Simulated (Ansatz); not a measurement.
H₅InN₂O, SMILES [NH2][In]([NH2])[OH], a rigid scan of one bond angle

Computed with Ansatz's Python interface.

Interactive session:
```pycon
>>> import warnings
>>> import ansatz as az
>>> from ase import Atoms
>>> warnings.simplefilter("ignore", az.DeckWarning)
>>> atoms = Atoms(["N", "In", "N", "O", "H", "H", "H", "H", "H"], positions=[
...     (0.93595, 0.38006, -1.66171),
...     (-0.08502, 0.10298, 0.10372),
...     (0.33913, -1.13158, 1.68799),
...     (-1.43444, 1.45982, 0.49121),
...     (1.52123, -0.42103, -1.87147),
...     (0.29245, 0.48581, -2.4415),
...     (0.24288, -2.1142, 1.4452),
...     (-0.36974, -0.93624, 2.3906),
...     (-1.44244, 2.17438, -0.14404),
... ])
>>> first = (
...     az.Crystal.molecule_from_ase(atoms).calculation()
...     .basis(gaussian="def2-SVP")
...     .functional("b3lyp")
...     .relax(force_tolerance=0.02, max_steps=80)
... )
>>> atoms.positions = first.run(threads=1).report["positions_ang"]
>>> rows = []
>>> for angle in [90, 100, 110, 120, 135, 150, 165, 179]:
...     bent = atoms.copy()
...     bent.set_angle(1, 3, 8, angle, indices=[8])
...     setup = (
...         az.Crystal.molecule_from_ase(bent).calculation()
...         .basis(gaussian="def2-SVP")
...         .functional("b3lyp")
...     )
...     rows.append((angle, setup.run(threads=1).report["free_energy_ev"]))
...
>>> floor = min(e for _, e in rows)
>>> for angle, e in rows:
...     print(f"angle In1-O3-H8 = {angle:3d} deg   {1000 * (e - floor):9.1f} meV")
...
angle In1-O3-H8 =  90 deg       194.0 meV
angle In1-O3-H8 = 100 deg        53.3 meV
angle In1-O3-H8 = 110 deg         0.0 meV
angle In1-O3-H8 = 120 deg        13.4 meV
angle In1-O3-H8 = 135 deg       116.1 meV
angle In1-O3-H8 = 150 deg       261.5 meV
angle In1-O3-H8 = 165 deg       388.3 meV
angle In1-O3-H8 = 179 deg       445.2 meV
```

Notes:
- The settings weren't tested for convergence.
- The scan is rigid, and the energies are electronic, in a modest basis. The zero is the lowest point of the grid, which needn't be the minimum.
- def2 sets replace the cores of elements past krypton by effective core potentials.
- b3lyp holds the VWN-RPA fit, as in Gaussian; the form of ORCA and Turbomole is b3lyp5.
- Finished in 2.3 min on 1 thread of AMD EPYC 7571 (shared host), peak memory 0.29 GiB.
